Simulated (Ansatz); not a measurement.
# CH₁₀Si₃: how energies converge with the basis set

One table from this session's results is given with a row withheld; the runs are named, their logs left out.

The runs use Ansatz 0.2.0, Gaussian basis; one geometry, several basis sets.

Levels to be run: PBE0-D4/def2-SVP; ωB97M-V/def2-SVP; PBE0-D4/def2-QZVPP; ωB97M-V/def2-QZVPP; the functionals' def2-TZVPP values are taken from earlier runs.

## Structure used throughout

All runs share one geometry, relaxed beforehand with PBE0-D4 in a triple-zeta def2 set.

SMILES `C[SiH2][SiH2][SiH3]`, 14 atoms, charge 0, spin multiplicity 1.

Atoms are counted from 1 here; the program's logs count them from 0.

Bond lengths: C1–Si2 1.876 Å, C1–H5 1.092 Å, C1–H6 1.092 Å, C1–H7 1.092 Å, Si2–Si3 2.340 Å, Si2–H8 1.491 Å, Si2–H9 1.491 Å, Si3–Si4 2.338 Å, Si3–H10 1.492 Å, Si3–H11 1.492 Å, Si4–H12 1.488 Å, Si4–H13 1.488 Å, Si4–H14 1.488 Å. Angles: Si2–C1–H5 110.7°, Si2–C1–H6 110.6°, Si2–C1–H7 110.7°, H5–C1–H6 108.3°, H5–C1–H7 108.1°, H6–C1–H7 108.3°, C1–Si2–Si3 112.5°, C1–Si2–H8 110.2°, C1–Si2–H9 110.2°, Si3–Si2–H8 108.2°, Si3–Si2–H9 108.1°, H8–Si2–H9 107.3°, Si2–Si3–Si4 110.8°, Si2–Si3–H10 110.0°, Si2–Si3–H11 110.0°, Si4–Si3–H10 109.2°, Si4–Si3–H11 109.2°, H10–Si3–H11 107.6° and more.

The first run:

in.yaml

```yaml
crystal:
  periodic: [false, false, false]
  atoms:
    - {symbol: C, position_ang: [-0.887762, 2.554974, 0.066859]}
    - {symbol: Si, position_ang: [-0.913938, 0.728549, -0.361569]}
    - {symbol: Si, position_ang: [0.954029, -0.413896, 0.464792]}
    - {symbol: Si, position_ang: [0.860731, -2.679087, -0.106473]}
    - {symbol: H, position_ang: [-0.873118, 2.697935, 1.149389]}
    - {symbol: H, position_ang: [-1.771925, 3.057004, -0.332665]}
    - {symbol: H, position_ang: [-0.002034, 3.037513, -0.351668]}
    - {symbol: H, position_ang: [-0.953022, 0.546146, -1.840655]}
    - {symbol: H, position_ang: [-2.136710, 0.084854, 0.197876]}
    - {symbol: H, position_ang: [2.203382, 0.182309, -0.091417]}
    - {symbol: H, position_ang: [1.015328, -0.283446, 1.949689]}
    - {symbol: H, position_ang: [2.040919, -3.422526, 0.411917]}
    - {symbol: H, position_ang: [-0.370819, -3.293292, 0.459394]}
    - {symbol: H, position_ang: [0.822039, -2.826336, -1.586672]}
basis:
  gaussian: {orbitals: def2-SVP}
hamiltonian: {xc: pbe0, dispersion: d4}
output: {orbitals: {seedname: orbitals}}
```

Run with:

```sh
$ ansatz run in.yaml --threads 4 --pin off --events-out ev --progress --plain --max-ram 10444MiB
```

Steps of the session up to this table: PBE0-D4 in def2-SVP; ωB97M-V in def2-SVP; PBE0-D4 in def2-QZVPP; ωB97M-V in def2-QZVPP.

One of the session's tables, all rows but one given; the rest of the session is left out.

It belongs to the step «Density functionals: the series». 

| functional | basis | HOMO (eV) | LUMO (eV) |
| --- | --- | --- | --- |
| PBE0-D4 | def2-SVP | -7.83 | 0.10 |
| PBE0-D4 | def2-TZVPP | -7.76 | -0.16 |
| PBE0-D4 | def2-QZVPP | -7.76 | -0.26 |
| ωB97M-V | def2-SVP | -9.77 | 1.90 |
| ωB97M-V | def2-TZVPP | -9.74 | 1.47 |
| ωB97M-V | def2-QZVPP | ? | ? |

Estimate the missing values for ωB97M-V, def2-QZVPP.

The run gave: HOMO (eV): -9.74; LUMO (eV): 1.12.
